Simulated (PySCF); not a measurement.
# C₅H₄F₃NS: runs on many settings, part 2 of 2

PySCF 2.14.0. Atoms count from 0. Earlier steps stand in the parts before.

## Step 5: J couplings: OPBE/pcSseg-1

What the job is given:

```
{"job": {"kind": "j", "xc": "OPBE", "basis": "pcSseg-1", "scf": {"conv": 0.001, "max_cycle": 8}}, "charge": 0, "multiplicity": 1}
C     -2.569419     0.083258     0.264143
C     -1.161148    -0.305266     0.015156
C     -0.053783     0.492200    -0.101001
C      1.087256    -0.299508    -0.337278
C      2.477299     0.228808    -0.516508
F      2.998468    -0.084535    -1.711375
F      2.512783     1.568770    -0.426047
F      3.328763    -0.236272     0.408860
N      0.891082    -1.594763    -0.400358
S     -0.672154    -1.951763    -0.180792
H     -2.936716    -0.379186     1.179205
H     -3.206628    -0.248088    -0.554542
H     -2.650571     1.163008     0.358072
H     -0.045909     1.562864    -0.024677
```

Method: OPBE/pcSseg-1 indirect spin-spin coupling, non-relativistic, gas phase.

Output:

```text
final grid: 135080 points
cycle   1  E = -944.9034076609  dE =  1.698e+00  |g| = 9.324e-01  |ddm| = 4.034e+00
cycle   2  E = -944.5715508307  dE =  3.319e-01  |g| = 1.696e+00  |ddm| = 1.718e+00
cycle   3  E = -945.0546586234  dE = -4.831e-01  |g| = 1.288e-01  |ddm| = 1.125e+00
cycle   4  E = -945.0553375489  dE = -6.789e-04  |g| = 1.140e-01  |ddm| = 1.906e-01
cycle   5  E = -945.0581364293  dE = -2.799e-03  |g| = 4.160e-02  |ddm| = 1.627e-01
cycle   6  E = -945.0585712651  dE = -4.348e-04  |g| = 9.302e-03  |ddm| = 4.851e-02
converged SCF energy = -945.0585712651

Indirect spin-spin couplings (Hz)
  i      j    bonds     total        FC       PSO       DSO        SD
  0 C    5 F    5      0.341     0.361     0.151    -0.178     0.006
  0 C    7 F    5      0.338     0.359     0.151    -0.178     0.006
  0 C   10 H    1    132.959   131.005     1.244     0.710         -
  0 C   11 H    1    132.896   130.941     1.245     0.710         -
  0 C   12 H    1    135.524   133.651     1.170     0.703         -
  0 C   13 H    3      1.927     1.986    -0.042    -0.017         -
  1 C    5 F    4      0.531     0.425     0.136    -0.185     0.154
  1 C    6 F    4      0.192    -0.018     0.353    -0.121    -0.021
  1 C    7 F    4      0.517     0.412     0.136    -0.184     0.154
  1 C   10 H    2     -8.393    -8.413    -0.023     0.043         -
  1 C   11 H    2     -8.414    -8.436    -0.022     0.043         -
  1 C   12 H    2     -3.195    -3.068    -0.153     0.026         -
  1 C   13 H    2      4.587     5.632    -0.841    -0.204         -
  2 C    5 F    3      3.319     2.987     1.234    -0.143    -0.758
  2 C    6 F    3     -1.066    -0.105    -1.339     0.262     0.116
  2 C    7 F    3      3.320     2.994     1.231    -0.142    -0.763
  2 C   10 H    3      4.497     4.582     0.172    -0.257         -
  2 C   11 H    3      4.483     4.568     0.171    -0.255         -
  2 C   12 H    3      2.543     2.745    -0.372     0.171         -
  2 C   13 H    1    157.363   155.967     0.228     1.169         -
  3 C    5 F    2     29.971    29.639    -1.372     0.253     1.451
  3 C    6 F    2     44.226    44.645    -1.287     0.273     0.595
  3 C    7 F    2     29.942    29.613    -1.371     0.254     1.446
  3 C   10 H    4     -1.658    -1.542     0.100    -0.216         -
  3 C   11 H    4     -1.671    -1.555     0.100    -0.216         -
  3 C   12 H    4     -0.537    -0.525     0.139    -0.151         -
  3 C   13 H    2      2.366     3.120    -0.726    -0.028         -
  4 C    5 F    1   -305.453  -278.241   -35.149     1.514     6.423
  4 C    6 F    1   -293.778  -269.832   -32.532     1.518     7.068
  4 C    7 F    1   -305.395  -278.201   -35.137     1.514     6.429
  4 C   10 H    5      0.252     0.274     0.117    -0.138         -
  4 C   11 H    5      0.250     0.271     0.116    -0.137         -
  4 C   12 H    5      0.367     0.364     0.068    -0.065         -
  4 C   13 H    3      0.166     0.112    -0.179     0.232         -
  5 F    6 F    2    101.868    75.972   -25.812    -0.150    51.858
  5 F    7 F    2    107.152    86.595   -32.590    -0.166    53.313
  5 F    8 N    3      0.449    -0.647     0.599    -0.073     0.570
  5 F    9 S    4     -0.369     0.457    -0.417    -0.055    -0.354
  5 F   10 H    6     -0.519    -0.408     0.665    -0.801     0.025
  5 F   11 H    6     -0.199    -0.121     0.472    -0.544    -0.006
  5 F   13 H    4     -0.766    -0.741     1.125    -0.803    -0.347
  6 F    7 F    2    102.094    76.170   -25.800    -0.149    51.873
  6 F    8 N    3     -5.033    -2.979    -1.470     0.113    -0.697
  6 F    9 S    4      2.129    -0.377     1.437    -0.078     1.147
  6 F   13 H    4      1.782     1.850    -1.600     1.575    -0.044
  7 F    8 N    3      0.503    -0.593     0.599    -0.073     0.571
  7 F    9 S    4     -0.378     0.450    -0.417    -0.055    -0.356
  7 F   10 H    6     -0.199    -0.121     0.472    -0.544    -0.006
  7 F   11 H    6     -0.524    -0.413     0.665    -0.801     0.025
  7 F   13 H    4     -0.766    -0.743     1.125    -0.801    -0.348
  8 N   10 H    4     -0.872    -1.007     0.002     0.132         -
  8 N   11 H    4     -0.880    -1.014     0.002     0.132         -
  8 N   12 H    4      0.199     0.083    -0.021     0.137         -
  8 N   13 H    3     -0.403    -0.543    -0.059     0.199         -
  9 S   10 H    3      0.338     0.468    -0.136     0.005         -
  9 S   11 H    3      0.336     0.466    -0.135     0.005         -
  9 S   12 H    3      3.332     3.430     0.011    -0.109         -
  9 S   13 H    3      2.385     2.452     0.074    -0.141         -
 10 H   11 H    2    -16.754   -16.827     2.517    -2.444         -
 10 H   12 H    2    -13.922   -13.893     2.540    -2.568         -
 10 H   13 H    4     -1.526    -1.390     0.865    -1.001         -
 11 H   12 H    2    -13.952   -13.924     2.538    -2.566         -
 11 H   13 H    4     -1.535    -1.400     0.859    -0.994         -
```

It took 26 s on 1 thread of Intel Xeon Platinum 8488C, shared host; peak memory 0.81 GiB.

A normal end doesn't make this result sound: the SCF threshold of 0.001 Eh is far too loose. Its HOMO lies at -6.87 eV, against -7.51 eV in step 2 (B3LYP/cc-pVDZ), a different level, so the two don't compare directly.

## Step 6: NMR shieldings: LDA/def2-SVP

The job, as its differences from that of step 5:

```diff
@@ -1,2 +1,2 @@
-{"job": {"kind": "j", "xc": "OPBE", "basis": "pcSseg-1", "scf": {"conv": 0.001, "max_cycle": 8}}, "charge": 0, "multiplicity": 1}
+{"job": {"kind": "nmr", "xc": "LDA", "basis": "def2-SVP", "pop": false, "scf": {"max_cycle": 3, "aux": "def2-universal-jfit"}}, "charge": 0, "multiplicity": 1}
 C     -2.569419     0.083258     0.264143
```

Method: GIAO LDA/def2-SVP NMR shielding, non-relativistic, gas phase.

Output:

```text
final grid: 135080 points
cycle   1  E = -939.2879420178  dE =  1.620e+00  |g| = 9.428e-01  |ddm| = 4.660e+00
cycle   2  E = -938.8714270482  dE =  4.165e-01  |g| = 1.802e+00  |ddm| = 2.509e+00
cycle   3  E = -939.4549871315  dE = -5.836e-01  |g| = 1.338e-01  |ddm| = 1.651e+00
SCF not converged, last energy = -939.4549871315
```

Run time: 3.6 s. Hardware: 1 thread of Intel Xeon Platinum 8488C, shared host; peak memory 0.52 GiB.

Why it failed: The cap of 3 cycles ended the SCF at a gradient of 1.3e-01. The remedy is to raise the cap. Numbers printed on the way are no properties of the molecule.

## Step 7: Comparing the runs: spin-spin couplings

Couplings (Hz), each a mean over the pairs like the one named, with basis size and wall time:

| run | C4–F5 | C2–H13 | C0–H10 | F5–F6 | C3–F5 | H10–H11 | C1–H13 | functions | time |
| --- | --- | --- | --- | --- | --- | --- | --- | --- | --- |
| B3LYP/cc-pVDZ | -256.0 | 162.7 | 138.4 | 138.2 | 36.0 | -12.2 | 6.9 | 164 | 35 s |
| PBE0/pcSseg-0 in chloroform | -472.1 | 194.9 | 139.4 | 304.6 | 76.6 | -15.5 | 0.3 | 102 | 17 s |

## Step 8: What came out

What follows sums up all 2 parts.

```
                                                               quantity                                            value
                          largest coupling of the table (B3LYP/cc-pVDZ)                         1J(C,F) C4–F5, -256.0 Hz
                                   13C shifts against TMS (B97-D/6-31G)             163.9, 147.0, 128.9, 111.3, 16.3 ppm
   1H shifts against TMS (B97-D/6-31G, means over atoms taken as alike)                                   7.26, 2.91 ppm
19F shifts against CFCl3 (B97-D/6-31G, means over atoms taken as alike)                                       -100.8 ppm
                                   15N shifts against NH3 (B97-D/6-31G)                                        316.2 ppm
                                          shieldings of S (B97-D/6-31G)                                     S9 192.4 ppm
                                  surface potential, least and greatest                               -1.63 V and 1.43 V
                                range of J(C4,F5), mean over like pairs                              -472.1 to -256.0 Hz
                                          property runs in this session  5, of which 1 failed and 1 gave unsound results
```

In words: Single values in the summary come from the first run of each kind that ended normally (B3LYP/cc-pVDZ; B97-D/6-31G), which need not be the best level. Of the pairs tabulated at B3LYP/cc-pVDZ, C4–F5 (mean over like pairs) couples most strongly (-256.0 Hz; Fermi contact -235.9 Hz). Density functionals describe couplings to fluorine poorly, F–F couplings above all, so those rows are rough. At B97-D/6-31G: The largest span, 533 ppm, is at N8, where the paramagnetic term is -390 ppm. NICS(1)zz of -24 ppm above the planar ring from C1 marks a diatropic (aromatic) ring current. By nearest atom (B97-D/6-31G), the HOMO sits on C1 31 %; N8 29 % and the LUMO on N8 28 %; C1 23 %. The coupling C4–F5, as a mean over pairs of its kind, runs from -472.1 Hz (PBE0/pcSseg-0 in chloroform) to -256.0 Hz (B3LYP/cc-pVDZ). Couplings from bases without tight functions are rough.
